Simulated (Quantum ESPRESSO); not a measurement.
## SiO in Quantum ESPRESSO: the effect of target pressure

Crystal: SiO.

```
Si O
1.0
     0.00000    2.43364    2.43364
     2.43364    0.00000    2.43364
     2.43364    2.43364    0.00000
Si O
1 1
Direct
  0.75000 0.75000 0.75000
  0.00000 0.00000 0.00000
```

The cell was built by a generator and needn't be a form met in nature.

Alike in all runs:

| Quantity | Value |
| --- | --- |
| Program | Quantum ESPRESSO 7.5 |
| Task | phonons |
| Functional | PBEsol |
| Potentials or basis | GBRV 1.5 PBEsol |
| Cutoff | 612 eV |
| Density cutoff | 4898 eV |
| k mesh | 6 × 6 × 6, shifted |
| Occupations | fermi-dirac, width 0.05 eV |
| Spin | no spin polarisation |

Each run relaxes the cell or the atoms first.

Task: One run gave: relaxed volume 11.08 Å³/atom; highest phonon frequency 103 cm⁻¹. Which target pressure did it use?
A. 0 GPa
B. 2 GPa
C. 5 GPa
D. 15 GPa
E. 10 GPa

Result: D.

| target pressure | relaxed volume (Å³/atom) | highest phonon frequency (cm⁻¹) |
| --- | --- | --- |
| 0 GPa | 13.60 | -9 |
| 2 GPa | 13.06 | -8 |
| 5 GPa | 12.40 | -8 |
| 10 GPa | 11.64 | -8 |
| 15 GPa | 11.08 | 103 |

Caveats: some runs use coarse meshes; some modes are imaginary (some runs); the cell is more than 3 GPa from zero pressure, which shifts response properties (some runs); the mesh is thin for the phonons of a metal (some runs); the volume moved by over 15 % at a fixed basis, so the end points are rough (some runs).
